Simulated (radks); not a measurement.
# Valence configurations of Tc⁺

The task here is to estimate one member of a computed series from the others.

Method: Dirac Kohn-Sham, PBE, spin-unpolarised, spherical densities, finite nucleus; open shells fill j = l - 1/2 first. Code: radks (a radial shooting solver on a logarithmic mesh, Libxc functionals) version 1.

### The system

| Quantity | Value |
| --- | --- |
| element | technetium (Z = 43) |
| charge | +1 |
| electrons | 42 |
| configuration | [Kr] 4d5 5s1 |
| nuclear rms radius | 4.4112 fm |
| others tried | 4d4 5s2; 4d5.5 5s0.5; 4d5 5p1; 4d5 5s0.5 5p0.5; 4d6; 4d4.5 5s0.5 5p1; 4d4 5s1 5p1; 4d4 5p2; 4d5.5 5p0.5 |

Set-up of the first run:

Settings of this run:

```text
Z 43
configuration [Kr] 4d5 5s1
relativity Dirac
functional pbe,pbe
spin unpolarised
j_filling energy
nucleus finite rms 4.4112 fm
c 137.035999084
```

Among the steps run: [Kr] 4d5 5s1.

One of the session's tables, all rows but one given; the rest of the session is left out.

It belongs to the step «[Kr] 4d5 5s1». Radial moments (bohr):

| level | <r> | outermost maximum (interpolated) | 90 % within | nodes |
| --- | --- | --- | --- | --- |
| 3d3/2 | 0.3970 | 0.310 | 0.633 | 0 |
| 3d5/2 | 0.4005 | 0.313 | 0.638 | 0 |
| 4s1/2 | 1.058 | 0.950 | 1.54 | 3 |
| 4p1/2 | 1.153 | 1.01 | 1.71 | 2 |
| 4p3/2 | 1.183 | 1.03 | 1.75 | 2 |
| 4d3/2 | ? | ? | ? | ? |
| 4d5/2 | 1.681 | 1.27 | 2.69 | 1 |
| 5s1/2 | 3.039 | 2.62 | 4.47 | 4 |

Estimate the missing values for 4d3/2.

As computed: <r>: 1.662; outermost maximum (interpolated): 1.26; 90 % within: 2.66; nodes: 1. In the column «<r>» it lies between 4p3/2 (1.183) and 4d5/2 (1.681).
